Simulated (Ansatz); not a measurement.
The system is NiMoIrPdW.

```
Ni Mo Pd Ir W
1.0
     4.11705    0.00000    0.00000
    -2.05853    3.56547    0.00000
     0.00000    0.00000    5.44580
Ni Mo Pd Ir W
1 1 1 1 1
Direct
  0.00000 0.00000 0.95775
  0.66667 0.33333 0.96161
  0.66667 0.33333 0.46295
  0.33333 0.66667 0.72572
  0.33333 0.66667 0.23642
```

The cell was built by a generator and needn't be a form met in nature.

Program: Ansatz 0.2.0. Alike in all runs: task band structure; potentials or basis all-electron LAPW, scalar-relativistic; spin collinear, ferromagnetic start; cell as given; k mesh 6 × 6 × 4; smearing fermi-dirac 0.05 eV; basis error allowed 0.002 eV/atom.

Order these runs on this cell by their pressure, lowest first.
A. level revPBE; cutoff (eV) 315
B. level BLYP; cutoff (eV) 314
C. level PBEsol; cutoff (eV) 314

C (-8.0 GPa), A (2.7 GPa), B (9.7 GPa).

Caveats: the k mesh is thin for a metal, which can move the energy by tens of meV per atom; the starting moments weren't kept.

Runs at the PBE level aren't shown here.
